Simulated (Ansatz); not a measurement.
# C2H9AlOSi: one species, many methods

How much do the methods differ for C2H9AlOSi? The plan is to run it at one geometry with functionals of several rungs and with coupled cluster. The yardstick is the atomisation energy at the CCSD(T) limit.

Computed with Ansatz 0.2.0, Gaussian basis. Level: functionals in def2-TZVPP, the program's frozen cores in correlated methods.

Levels to be run: LDA (SPW92), PBE-D4, revPBE-D4, BLYP-D4, r2SCAN-D4, B97M-V, PBE0-D4, B3LYP-D4, r2SCANh-D4, r2SCAN0-D4, HSE06-D4, BHLYP-D4, CAM-B3LYP-D4, LC-ωPBE, ωB97X-V, ωB97M-V, B2PLYP, PBE-QIDH; CCSD(T)/def2-SVP; CCSD(T)/def2-TZVPP; MP2/def2-QZVPP; extrapolation to the limit; RPA on PBE.

**1. Structure used throughout**

An earlier PBE0-D4 in a triple-zeta def2 set relaxation fixed the geometry.

SMILES `C[SiH2][Al]([CH3])[OH]`, 14 atoms, charge 0, spin multiplicity 1.

Atoms are counted from 1 here; the program's logs count them from 0.

Bond lengths: C1–Si2 1.886 Å, C1–H6 1.092 Å, C1–H7 1.092 Å, C1–H8 1.092 Å, Si2–Al3 2.464 Å, Si2–H9 1.497 Å, Si2–H10 1.496 Å, Al3–C4 1.947 Å, Al3–O5 1.704 Å, C4–H11 1.095 Å, C4–H12 1.093 Å, C4–H13 1.095 Å, O5–H14 0.956 Å. Angles: Si2–C1–H6 110.9°, Si2–C1–H7 110.8°, Si2–C1–H8 111.0°, H6–C1–H7 107.8°, H6–C1–H8 108.1°, H7–C1–H8 108.1°, C1–Si2–Al3 113.9°, C1–Si2–H9 108.7°, C1–Si2–H10 108.9°, Al3–Si2–H9 109.6°, Al3–Si2–H10 110.2°, H9–Si2–H10 105.2°, Si2–Al3–C4 124.7°, Si2–Al3–O5 119.0°, C4–Al3–O5 116.3°, Al3–C4–H11 111.1°, Al3–C4–H12 111.8°, Al3–C4–H13 111.1° and more.

**2. LDA**

This LDA is Slater exchange with PW92 correlation.

File in.yaml:

```yaml
crystal:
  periodic: [false, false, false]
  atoms:
    - {symbol: C, position_ang: [-1.533897, -0.331087, 1.750147]}
    - {symbol: Si, position_ang: [0.310156, -0.024169, 1.503811]}
    - {symbol: Al, position_ang: [0.969052, 0.251369, -0.854063]}
    - {symbol: C, position_ang: [-0.206394, -0.054624, -2.375210]}
    - {symbol: O, position_ang: [2.561976, 0.736420, -1.215614]}
    - {symbol: H, position_ang: [-2.121975, 0.507180, 1.369836]}
    - {symbol: H, position_ang: [-1.852027, -1.230565, 1.218283]}
    - {symbol: H, position_ang: [-1.771055, -0.460018, 2.808319]}
    - {symbol: H, position_ang: [1.071234, -1.162300, 2.108140]}
    - {symbol: H, position_ang: [0.711206, 1.179983, 2.296033]}
    - {symbol: H, position_ang: [-0.590349, -1.080238, -2.377713]}
    - {symbol: H, position_ang: [0.305100, 0.118255, -3.325175]}
    - {symbol: H, position_ang: [-1.081266, 0.603013, -2.335989]}
    - {symbol: H, position_ang: [3.215338, 0.917581, -0.542006]}
basis:
  gaussian: {orbitals: def2-TZVPP}
hamiltonian: {xc: lda}
output: {orbitals: {seedname: orbitals}}
```

The run is started by

```bash
$ ansatz run in.yaml --threads 4 --pin off --events-out ev --progress --plain --max-ram 10444MiB
```

After this run come: PBE-D4 (GGA); revPBE-D4 (GGA); BLYP-D4 (GGA); r2SCAN-D4 (meta-GGA); B97M-V (meta-GGA); B3LYP-D4 (hybrid); r2SCANh-D4 (hybrid); r2SCAN0-D4 (hybrid); HSE06-D4 (hybrid); BHLYP-D4 (hybrid); CAM-B3LYP-D4 (range-separated); LC-ωPBE (range-separated); ωB97X-V (range-separated); ωB97M-V (range-separated); B2PLYP (double hybrid); PBE-QIDH (double hybrid); CCSD(T) in def2-SVP; CCSD(T) in def2-TZVPP; MP2 in def2-QZVPP; RPA on PBE orbitals.

**Question.** What will the summary of the whole plan be? Wanted: atomisation energy, CCSD(T)/CBS; farthest beyond LDA; mean size of error, GGA; mean size of error, meta-GGA; mean size of error, hybrid; mean size of error, range-separated; mean size of error, double hybrid; gap, smallest and largest; T1 diagnostic.

**Answer**, as computed:

| quantity | value |
| --- | --- |
| atomisation energy, CCSD(T)/CBS | 4972.5 kJ/mol |
| functionals within 24.9 kJ/mol (0.5 %) | PBE-D4, r2SCAN-D4, B97M-V, B3LYP-D4, r2SCANh-D4, CAM-B3LYP-D4, ωB97X-V, ωB97M-V |
| farthest beyond LDA | BHLYP-D4 (-118.6 kJ/mol) |
| mean size of error, GGA | 50.6 kJ/mol |
| mean size of error, meta-GGA | 3.9 kJ/mol |
| mean size of error, hybrid | 46.1 kJ/mol |
| mean size of error, range-separated | 11.9 kJ/mol |
| mean size of error, double hybrid | 59.9 kJ/mol |
| gap, smallest and largest | 4.10 eV (LDA (SPW92)), 10.66 eV (LC-ωPBE) |
| T1 diagnostic | 0.0120 |
| triples share of the correlation energy | 3.5 % |

The LDA atomisation energy is off by 578.9 kJ/mol (12 %): it overbinds. PBE-D4 is off by +16.8 kJ/mol. Double hybrids carry the basis error of their MP2 part in triple zeta, and no dispersion term here, so their miss is partly the set-up's. The rungs meta-GGA, range-separated miss on average by less than the doubt on the reference (24.9 kJ/mol), so they tie. The reference freezes the cores and leaves out relativity and excitations past (T), so misses under about 24.9 kJ/mol can't be ranked. Hartree-Fock recovers 75 % of the binding; the rest is correlation. CCSD(T) in def2-SVP is off by -283.3 kJ/mol, more than most functionals: a good method in a small basis is no reference. The gap grows from 4.1 to 10.7 eV across the functionals, mostly with the share of exact exchange.
